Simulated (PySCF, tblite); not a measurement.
**3-methylhexane: a rotation path, then NMR shifts on frames**

How do NMR shifts of 3-methylhexane (`CCC[C@H](C)CC`) change as the atoms move?

Computed with tblite 0.8.0 and PySCF 2.14.0, with density-fitted response routines of our own, on a single molecule in the gas phase. Atoms count from 0, in the outputs and in this text.

**1. The starting structure**

23 atoms, charge 0, multiplicity 1; geometry from: GFN2-xTB.

Bonds of the start (Å): C0–C1 1.52, C1–C2 1.53, C2–C3 1.53, C3–C4 1.53, C3–C5 1.53, C5–C6 1.52, C0–H7 1.09, C0–H8 1.09, C0–H9 1.09, C1–H10 1.09, C1–H11 1.09, C2–H12 1.09, C2–H13 1.09, C3–H14 1.10, C4–H15 1.09, C4–H16 1.09, C4–H17 1.09, C5–H18 1.09, C5–H19 1.09, C6–H20 1.09, C6–H21 1.09, C6–H22 1.09.

**2. A band between two rotamers with GFN2-xTB**

What the job is given:

```
{"job": {"kind": "neb", "xc": "GFN2-xTB", "basis": "xTB", "atoms": [1, 2, 3, 5], "turn": 120}, "charge": 0, "multiplicity": 1}
C      3.310537     0.080866     0.258033
C      1.943854    -0.592218     0.206820
C      0.820421     0.431082     0.053844
C     -0.587954    -0.177102     0.085071
C     -0.838394    -1.054909    -1.138847
C     -1.629532     0.946108     0.179770
C     -3.037634     0.452956     0.493822
H      3.492173     0.643611    -0.655285
H      4.098196    -0.661619     0.364302
H      3.370443     0.767833     1.099639
H      1.786071    -1.164400     1.124300
H      1.928483    -1.292013    -0.629830
H      0.953950     0.976950    -0.883279
H      0.905347     1.154431     0.869179
H     -0.672605    -0.798891     0.983926
H     -1.839760    -1.475879    -1.114668
H     -0.134095    -1.881609    -1.174213
H     -0.732645    -0.470549    -2.050742
H     -1.639405     1.504296    -0.759377
H     -1.323547     1.637093     0.969153
H     -3.708702     1.298452     0.629028
H     -3.431248    -0.162922    -0.310137
H     -3.038705    -0.134582     1.409571
```

Method: GFN2-xTB climbing-image nudged elastic band, gas phase.

The run is started by

```
OMP_NUM_THREADS=1 python probes_run.py task.json out
```

This one command runs all jobs of the session in turn.

Output:

```text
image   E - E0 / eV
  0       0.0000
  1       0.0149
  2       0.0639
  3       0.1367
  4       0.1906
  5       0.1777
  6       0.1135
  7       0.0513
  8       0.0175
```

Run time: 7.5 s. Hardware: 1 thread of Intel Xeon at 2.50GHz, shared host; peak memory 0.19 GiB.

The final band, with the dihedral C1–C2–C3–C5:

| image | dihedral (°) | energy (eV) | energy (kcal/mol) |
| --- | --- | --- | --- |
| 0 | 170 | 0.000 | 0.0 |
| 1 | 184 | 0.015 | 0.3 |
| 2 | 200 | 0.064 | 1.5 |
| 3 | 215 | 0.137 | 3.2 |
| 4 | 232 | 0.191 | 4.4 |
| 5 | 248 | 0.178 | 4.1 |
| 6 | 265 | 0.114 | 2.6 |
| 7 | 281 | 0.051 | 1.2 |
| 8 | 295 | 0.018 | 0.4 |

**3. NMR shieldings: image 0, PBE0/pcSseg-1**

What the job is given:

```
{"job": {"kind": "nmr", "xc": "PBE0", "basis": "pcSseg-1", "pop": false}, "charge": 0, "multiplicity": 1}
C      3.310500     0.080900     0.258000
C      1.943900    -0.592200     0.206800
C      0.820400     0.431100     0.053800
C     -0.588000    -0.177100     0.085100
C     -0.838400    -1.054900    -1.138800
C     -1.629500     0.946100     0.179800
C     -3.037600     0.453000     0.493800
H      3.492200     0.643600    -0.655300
H      4.098200    -0.661600     0.364300
H      3.370400     0.767800     1.099600
H      1.786100    -1.164400     1.124300
H      1.928500    -1.292000    -0.629800
H      0.954000     0.977000    -0.883300
H      0.905300     1.154400     0.869200
H     -0.672600    -0.798900     0.983900
H     -1.839800    -1.475900    -1.114700
H     -0.134100    -1.881600    -1.174200
H     -0.732600    -0.470500    -2.050700
H     -1.639400     1.504300    -0.759400
H     -1.323500     1.637100     0.969200
H     -3.708700     1.298500     0.629000
H     -3.431200    -0.162900    -0.310100
H     -3.038700    -0.134600     1.409600
```

Method: GIAO PBE0/pcSseg-1 NMR shielding, non-relativistic, gas phase.

Output:

```text
coarse grid: 17528 points
cycle   1  E = -275.8945706895  dE =  4.103e-01  |g| = 4.846e-01  |ddm| = 3.914e+00
cycle   2  E = -275.8822929389  dE =  1.228e-02  |g| = 5.432e-01  |ddm| = 9.347e-01
cycle   3  E = -275.9607511683  dE = -7.846e-02  |g| = 2.594e-02  |ddm| = 5.030e-01
cycle   4  E = -275.9608485393  dE = -9.737e-05  |g| = 1.574e-02  |ddm| = 4.035e-02
cycle   5  E = -275.9609045858  dE = -5.605e-05  |g| = 4.083e-03  |ddm| = 1.658e-02
cycle   6  E = -275.9609084597  dE = -3.874e-06  |g| = 5.299e-04  |ddm| = 3.713e-03
final grid: 164408 points
cycle   7  E = -276.0058735562  dE = -7.099e-05  |g| = 1.068e-02  |ddm| = 3.989e-02
cycle   8  E = -276.0058651448  dE =  8.411e-06  |g| = 1.213e-02  |ddm| = 1.988e-02
cycle   9  E = -276.0059036232  dE = -3.848e-05  |g| = 4.199e-04  |ddm| = 1.075e-02
cycle  10  E = -276.0059036542  dE = -3.096e-08  |g| = 2.271e-04  |ddm| = 6.745e-04
cycle  11  E = -276.0059036663  dE = -1.208e-08  |g| = 4.242e-05  |ddm| = 2.087e-04
cycle  12  E = -276.0059036667  dE = -4.094e-10  |g| = 8.402e-06  |ddm| = 4.535e-05
converged SCF energy = -276.0059036667

GIAO shielding tensors (ppm)
atom      isotropic    diamagn.    paramagn.     s11        s22        s33       span
  0 C      169.466     244.725     -75.258    158.020    162.479    187.900     29.880
  1 C      160.855     247.757     -86.903    147.410    164.477    170.676     23.266
  2 C      140.104     251.169    -111.065    117.020    134.421    168.871     51.851
  3 C      146.213     248.584    -102.371    127.057    149.853    161.730     34.672
  4 C      168.290     249.768     -81.477    149.395    166.948    188.528     39.133
  5 C      150.583     248.436     -97.854    135.376    144.245    172.127     36.751
  6 C      172.000     245.698     -73.697    157.674    171.052    187.275     29.600
  7 H       30.827      28.946       1.882     26.530     29.157     36.794     10.264
  8 H       30.433      26.885       3.549     25.641     27.616     38.043     12.403
  9 H       30.781      28.994       1.787     26.500     29.083     36.760     10.260
 10 H       30.608      32.679      -2.071     25.420     30.943     35.461     10.040
 11 H       30.122      32.837      -2.714     24.164     31.911     34.293     10.129
 12 H       30.771      35.137      -4.366     27.006     31.714     33.592      6.586
 13 H       30.472      35.330      -4.858     25.349     31.976     34.090      8.741
 14 H       30.778      35.696      -4.918     27.193     30.594     34.546      7.354
 15 H       30.397      32.364      -1.967     25.046     29.766     36.378     11.332
 16 H       30.434      32.696      -2.262     25.099     30.010     36.194     11.095
 17 H       31.600      32.635      -1.035     28.360     28.859     37.580      9.221
 18 H       30.712      32.935      -2.223     26.572     30.698     34.865      8.293
 19 H       30.316      33.182      -2.866     24.696     31.067     35.185     10.488
 20 H       30.547      27.388       3.159     25.726     27.707     38.207     12.481
 21 H       30.484      29.900       0.584     25.392     30.166     35.895     10.503
 22 H       30.994      29.917       1.078     26.641     29.116     37.227     10.586
```

It took 96 s on 1 thread of Intel Xeon at 2.50GHz, shared host; peak memory 0.89 GiB.

Shifts follow as δ = σ(reference) − σ, with reference shieldings (ppm) from runs at the same level and on the same kind of geometry: ¹H TMS 31.72, ¹³C TMS 186.9. The references are single molecules in the gas phase. Each atom is listed at this fixed geometry, with no averaging over motion; a spectrum would average atoms that exchange fast.

| atoms | environment | σ (ppm) | δ (ppm) |
| --- | --- | --- | --- |
| C2 | sp3 CH2 | 140.1 | 46.8 |
| C3 | sp3 CH | 146.2 | 40.7 |
| C5 | sp3 CH2 | 150.6 | 36.3 |
| C1 | sp3 CH2 | 160.9 | 26.1 |
| C4 | methyl carbon | 168.3 | 18.6 |
| C0 | methyl carbon | 169.5 | 17.5 |
| C6 | methyl carbon | 172.0 | 14.9 |
| H11 | hydrogen on an sp3 CH2 | 30.12 | 1.59 |
| H19 | hydrogen on an sp3 CH2 | 30.32 | 1.40 |
| H15 | hydrogen on a methyl carbon | 30.40 | 1.32 |
| H8 | hydrogen on a methyl carbon | 30.43 | 1.28 |
| H16 | hydrogen on a methyl carbon | 30.43 | 1.28 |
| H13 | hydrogen on an sp3 CH2 | 30.47 | 1.25 |
| H21 | hydrogen on a methyl carbon | 30.48 | 1.23 |
| H20 | hydrogen on a methyl carbon | 30.55 | 1.17 |
| H10 | hydrogen on an sp3 CH2 | 30.61 | 1.11 |
| H18 | hydrogen on an sp3 CH2 | 30.71 | 1.01 |
| H12 | hydrogen on an sp3 CH2 | 30.77 | 0.95 |
| H14 | hydrogen on an sp3 CH | 30.78 | 0.94 |
| H9 | hydrogen on a methyl carbon | 30.78 | 0.94 |
| H7 | hydrogen on a methyl carbon | 30.83 | 0.89 |
| H22 | hydrogen on a methyl carbon | 30.99 | 0.72 |
| H17 | hydrogen on a methyl carbon | 31.60 | 0.12 |

Orbitals, density, ELF and potential are computed afterwards from the orbital file.

Frontier orbitals at PBE0/pcSseg-1, with the share of their density that lies nearest to each atom:

| orbital | energy (eV) | lies on |
| --- | --- | --- |
| HOMO | -8.47 | C2, C3 about 16 % each; C5 14 %; C1 11 % |
| LUMO | 1.53 | 6 H atoms about 7 % each; 5 H atoms about 5 % each |

ELF in a plane through or near 13 of the atoms.

Ten even steps from ' ' (0.00) to '@' (1.00):
```
                                                        
                                                        
                                                        
                                                        
            ::--      ::==    ++@@%%::                  
          --@@@@++    @@@@==  %%@@@@++  ..****..        
          **@@@@%%  ..@@@@@@  %%@@@@++  %%@@@@@@        
          ==@@@@%%  ..@@@@%%  ==@@%%++==@@@@@@@@..      
        ::====::++----++--**==****::%%##++@@@@**        
      ::%%%%--##%%######--%%####@@++%%**--**--..        
      ==@@@@##++##++==%%++##==::**::::**@@@@##..        
      ::%%%%==::==%%%%==..--##@@**    **@@@@@@::        
        ....    %%@@@@==  --**..**%%==  ##@@##          
                @@@@@@....@@%%..%%@@@@::  ::            
                ++%%++  ##@@@@**%%@@@@##                
                        ##@@@@--==@@@@==                
                        ..**==    ..                    
                                                        
                                                        
                                                        
```
The map spans 13.5 Å across and 9.6 Å up, centred on the molecule. Atoms in the plane (x, y in Å): C0 (-3.3, 0.4), C2 (-0.8, 0.4), C3 (0.6, -0.1), C4 (0.8, -1.6), C5 (1.7, 0.8), H9 (-3.3, 1.5), H11 (-2.0, -1.3), H13 (-0.8, 1.5), H15 (1.7, -1.9), H16 (0.0, -2.2), H19 (1.4, 1.8), H20 (3.8, 1.2), H21 (3.4, -0.5).

On the surface of density 0.002 e/bohr³ the electrostatic potential runs, from the 1st to the 99th percentile, from -0.11 to 0.46 V.

**4. Shielding tensors: image 2, PBE0/pcSseg-1**

What the job is given:

```
{"job": {"kind": "nmr", "xc": "PBE0", "basis": "pcSseg-1", "pop": false}, "charge": 0, "multiplicity": 1}
C      3.311700     0.099800     0.142600
C      1.940700    -0.544600    -0.033200
C      0.807700     0.427500     0.293600
C     -0.608000    -0.179300     0.257500
C     -0.775200    -1.203900    -0.861800
C     -1.625600     0.961100     0.112300
C     -3.075300     0.532700     0.309800
H      3.401900     0.980500    -0.490200
H      4.093500    -0.602900    -0.137900
H      3.472400     0.400600     1.176000
H      1.868700    -1.424200     0.610300
H      1.844500    -0.871300    -1.070100
H      0.852400     1.255200    -0.418200
H      0.975200     0.848600     1.288600
H     -0.793200    -0.689900     1.209200
H     -1.799600    -1.563800    -0.898600
H     -0.132900    -2.064700    -0.698000
H     -0.531600    -0.763900    -1.825700
H     -1.515500     1.403100    -0.881000
H     -1.387300     1.735100     0.845800
H     -3.732600     1.397400     0.244700
H     -3.385800    -0.178000    -0.451700
H     -3.210600     0.072000     1.286000
```

With the program's defaults for keys left out, this is: GIAO PBE0/pcSseg-1 NMR shielding, non-relativistic, gas phase.

Output:

```text
coarse grid: 17528 points
cycle   1  E = -275.8924467138  dE =  4.083e-01  |g| = 4.836e-01  |ddm| = 3.923e+00
cycle   2  E = -275.8803672819  dE =  1.208e-02  |g| = 5.419e-01  |ddm| = 9.325e-01
cycle   3  E = -275.9583073744  dE = -7.794e-02  |g| = 2.712e-02  |ddm| = 5.026e-01
cycle   4  E = -275.9584154061  dE = -1.080e-04  |g| = 1.618e-02  |ddm| = 4.203e-02
cycle   5  E = -275.9584746140  dE = -5.921e-05  |g| = 4.108e-03  |ddm| = 1.695e-02
cycle   6  E = -275.9584785384  dE = -3.924e-06  |g| = 5.630e-04  |ddm| = 3.774e-03
final grid: 164408 points
cycle   7  E = -276.0033646318  dE = -8.430e-05  |g| = 1.084e-02  |ddm| = 4.399e-02
cycle   8  E = -276.0033563098  dE =  8.322e-06  |g| = 1.227e-02  |ddm| = 1.996e-02
cycle   9  E = -276.0033954858  dE = -3.918e-05  |g| = 4.308e-04  |ddm| = 1.074e-02
cycle  10  E = -276.0033955183  dE = -3.258e-08  |g| = 2.391e-04  |ddm| = 7.441e-04
cycle  11  E = -276.0033955316  dE = -1.325e-08  |g| = 4.775e-05  |ddm| = 2.196e-04
cycle  12  E = -276.0033955321  dE = -5.222e-10  |g| = 9.197e-06  |ddm| = 5.078e-05
converged SCF energy = -276.0033955321

GIAO shielding tensors (ppm)
atom      isotropic    diamagn.    paramagn.     s11        s22        s33       span
  0 C      169.534     244.348     -74.814    158.777    161.971    187.854     29.078
  1 C      161.866     248.458     -86.593    153.600    162.988    169.010     15.410
  2 C      144.010     250.770    -106.761    118.407    140.645    172.976     54.569
  3 C      149.408     248.584     -99.177    136.162    147.926    164.135     27.974
  4 C      169.662     250.220     -80.558    156.645    168.609    183.732     27.086
  5 C      151.000     249.009     -98.009    134.424    147.671    170.905     36.480
  6 C      172.160     245.428     -73.268    158.670    170.272    187.538     28.868
  7 H       30.866      28.926       1.939     26.569     29.231     36.797     10.228
  8 H       30.435      26.920       3.514     25.588     27.728     37.987     12.399
  9 H       30.802      28.719       2.083     26.540     28.856     37.009     10.469
 10 H       30.557      32.832      -2.276     25.100     31.285     35.285     10.185
 11 H       30.308      33.191      -2.882     24.314     32.333     34.278      9.964
 12 H       30.895      35.117      -4.223     25.940     32.908     33.837      7.897
 13 H       30.211      34.743      -4.532     25.408     30.811     34.412      9.004
 14 H       30.492      35.190      -4.698     27.141     29.293     35.040      7.899
 15 H       30.486      32.535      -2.048     24.880     30.257     36.323     11.443
 16 H       30.633      32.830      -2.197     25.515     30.027     36.356     10.841
 17 H       31.597      33.080      -1.482     27.957     29.483     37.352      9.395
 18 H       30.884      33.232      -2.348     26.659     31.056     34.937      8.278
 19 H       30.221      32.969      -2.748     24.576     31.023     35.064     10.487
 20 H       30.565      27.322       3.243     25.751     27.756     38.187     12.435
 21 H       30.475      30.001       0.474     25.300     30.395     35.730     10.430
 22 H       31.021      29.576       1.445     26.657     28.888     37.518     10.862
```

It took 74 s on 1 thread of Intel Xeon at 2.50GHz, shared host; peak memory 0.89 GiB.

Key values: δ C2 42.9, C3 37.5, C5 35.9, C1 25.1, H13 1.51, H19 1.50 ppm.

**5. Nuclear shieldings: image 4, PBE0/pcSseg-1**

What the job is given:

```
{"job": {"kind": "nmr", "xc": "PBE0", "basis": "pcSseg-1", "pop": false}, "charge": 0, "multiplicity": 1}
C      3.291500     0.158300     0.026500
C      1.900300    -0.405500    -0.246900
C      0.817900     0.338200     0.537400
C     -0.634400    -0.194500     0.397200
C     -0.773900    -1.360300    -0.580600
C     -1.574300     0.955600     0.004600
C     -3.055700     0.607300     0.110100
H      3.345200     1.210000    -0.246800
H      4.032200    -0.384200    -0.557800
H      3.548900     0.062800     1.079800
H      1.896800    -1.462500     0.022000
H      1.695400    -0.324500    -1.315800
H      0.840600     1.382400     0.217900
H      1.093800     0.327700     1.594600
H     -0.957800    -0.560600     1.378000
H     -1.808900    -1.687900    -0.625000
H     -0.177500    -2.210500    -0.261300
H     -0.466400    -1.074300    -1.582500
H     -1.348100     1.267100    -1.017800
H     -1.376400     1.804800     0.662900
H     -3.662500     1.481200    -0.118100
H     -3.332600    -0.179900    -0.586100
H     -3.298900     0.276400     1.118000
```

Method: GIAO PBE0/pcSseg-1 NMR shielding, non-relativistic, gas phase.

Output:

```text
coarse grid: 17528 points
cycle   1  E = -275.8864956946  dE =  3.984e-01  |g| = 4.826e-01  |ddm| = 3.941e+00
cycle   2  E = -275.8743316034  dE =  1.216e-02  |g| = 5.414e-01  |ddm| = 9.279e-01
cycle   3  E = -275.9519961663  dE = -7.766e-02  |g| = 2.817e-02  |ddm| = 4.998e-01
cycle   4  E = -275.9521161470  dE = -1.200e-04  |g| = 1.627e-02  |ddm| = 4.305e-02
cycle   5  E = -275.9521758172  dE = -5.967e-05  |g| = 4.117e-03  |ddm| = 1.701e-02
cycle   6  E = -275.9521797552  dE = -3.938e-06  |g| = 6.030e-04  |ddm| = 3.752e-03
final grid: 164408 points
cycle   7  E = -275.9978341769  dE = -7.401e-05  |g| = 1.083e-02  |ddm| = 4.172e-02
cycle   8  E = -275.9978256028  dE =  8.574e-06  |g| = 1.230e-02  |ddm| = 1.980e-02
cycle   9  E = -275.9978649223  dE = -3.932e-05  |g| = 4.589e-04  |ddm| = 1.072e-02
cycle  10  E = -275.9978649612  dE = -3.890e-08  |g| = 2.276e-04  |ddm| = 7.358e-04
cycle  11  E = -275.9978649731  dE = -1.190e-08  |g| = 4.831e-05  |ddm| = 2.107e-04
cycle  12  E = -275.9978649737  dE = -5.325e-10  |g| = 1.025e-05  |ddm| = 5.177e-05
converged SCF energy = -275.9978649737

GIAO shielding tensors (ppm)
atom      isotropic    diamagn.    paramagn.     s11        s22        s33       span
  0 C      169.560     244.124     -74.564    159.032    161.578    188.071     29.039
  1 C      164.015     248.435     -84.421    155.021    163.906    173.117     18.096
  2 C      146.770     249.809    -103.040    117.469    146.014    176.826     59.357
  3 C      152.348     248.160     -95.812    141.270    147.190    168.585     27.315
  4 C      171.401     249.630     -78.229    161.817    169.308    183.079     21.261
  5 C      149.392     249.253     -99.861    129.044    150.630    168.503     39.459
  6 C      171.591     245.512     -73.922    157.889    169.301    187.582     29.694
  7 H       30.907      28.838       2.070     26.561     29.218     36.943     10.382
  8 H       30.444      26.962       3.483     25.622     27.753     37.958     12.336
  9 H       30.892      28.533       2.359     26.675     28.878     37.123     10.448
 10 H       30.369      33.114      -2.745     24.207     31.950     34.950     10.743
 11 H       30.362      33.414      -3.053     24.551     32.060     34.474      9.923
 12 H       30.822      34.888      -4.066     25.330     33.300     33.835      8.505
 13 H       29.925      34.150      -4.225     24.705     30.639     34.432      9.727
 14 H       30.254      34.905      -4.651     26.192     29.416     35.154      8.962
 15 H       30.610      32.237      -1.626     24.826     30.503     36.502     11.677
 16 H       30.638      32.596      -1.958     25.747     29.377     36.792     11.045
 17 H       31.308      33.119      -1.811     27.180     30.100     36.644      9.464
 18 H       30.691      33.358      -2.667     26.513     31.029     34.532      8.018
 19 H       30.280      33.096      -2.816     24.681     31.029     35.131     10.449
 20 H       30.574      27.472       3.101     25.814     27.776     38.131     12.317
 21 H       30.543      30.045       0.498     25.360     30.456     35.812     10.452
 22 H       31.038      29.483       1.554     26.783     28.870     37.460     10.677
```

Wall time 78 s (1 thread of Intel Xeon at 2.50GHz, shared host); peak memory 0.89 GiB.

This run: δ C2 40.2, C5 37.5, C3 34.6, C1 22.9, H13 1.79, H14 1.46 ppm.

(Part 1 of 2 ends here.)
